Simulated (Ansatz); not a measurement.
# CH5FOSn: basis-set convergence

How large a basis does CH5FOSn need? Two functionals are run in growing sets.

Method: one geometry, several basis sets; program: Ansatz 0.2.0, Gaussian basis.

The runs, in order: PBE0-D4/def2-SVP; ωB97M-V/def2-SVP; PBE0-D4/def2-QZVPP; ωB97M-V/def2-QZVPP; the functionals' def2-TZVPP values are taken from earlier runs.

## (1) The geometry

An earlier PBE0-D4 in a triple-zeta def2 set relaxation fixed the geometry. Sn takes the def2 core potential; no spin-orbit term is included.

SMILES `FC[O][SnH3]`, 9 atoms, charge 0, spin multiplicity 1.

Atoms are counted from 1 here; the program's logs count them from 0.

Bond lengths: F1–C2 1.398 Å, C2–O3 1.354 Å, C2–H5 1.100 Å, C2–H6 1.095 Å, O3–Sn4 1.991 Å, Sn4–H7 1.705 Å, Sn4–H8 1.700 Å, Sn4–H9 1.699 Å. Angles: F1–C2–O3 110.7°, F1–C2–H5 105.2°, F1–C2–H6 106.7°, O3–C2–H5 113.4°, O3–C2–H6 109.7°, H5–C2–H6 110.9°, C2–O3–Sn4 118.4°, O3–Sn4–H7 106.3°, O3–Sn4–H8 101.6°, O3–Sn4–H9 108.3°, H7–Sn4–H8 113.4°, H7–Sn4–H9 113.3°, H8–Sn4–H9 112.8°.

## (2) PBE0-D4 in def2-SVP

Input file in.yaml:

```yaml
crystal:
  periodic: [false, false, false]
  atoms:
    - {symbol: F, position_ang: [-0.596847, 1.754227, 0.031540]}
    - {symbol: C, position_ang: [-1.291528, 0.566082, 0.277774]}
    - {symbol: O, position_ang: [-0.736035, -0.463401, -0.404966]}
    - {symbol: Sn, position_ang: [1.239317, -0.701519, -0.319738]}
    - {symbol: H, position_ang: [-1.258848, 0.433971, 1.369333]}
    - {symbol: H, position_ang: [-2.319121, 0.724557, -0.066123]}
    - {symbol: H, position_ang: [1.690147, -0.390322, 1.294837]}
    - {symbol: H, position_ang: [1.407831, -2.333090, -0.765294]}
    - {symbol: H, position_ang: [1.953484, 0.363093, -1.434363]}
basis:
  gaussian: {orbitals: def2-SVP}
hamiltonian: {xc: pbe0, dispersion: d4}
output: {orbitals: {seedname: orbitals}}
```

The runs that follow: ωB97M-V in def2-SVP; PBE0-D4 in def2-QZVPP; ωB97M-V in def2-QZVPP.

Before running them: what should the planned runs give, taken together? Wanted: PBE0-D4: double and triple zeta above quadruple; ωB97M-V: double and triple zeta above quadruple.

The runs gave:

```
                                       quantity          value
PBE0-D4: double and triple zeta above quadruple  7.81, 0.39 eV
ωB97M-V: double and triple zeta above quadruple  8.03, 0.38 eV
```

For PBE0-D4 the step from double to triple zeta gains 7.42 eV and the next only 0.39 eV. Total energies overstate the basis error of differences, where much of it tends to cancel. The LUMO of ωB97M-V is positive and keeps falling with the basis (1.56 to 0.73 eV): an unbound level that the basis holds in place.
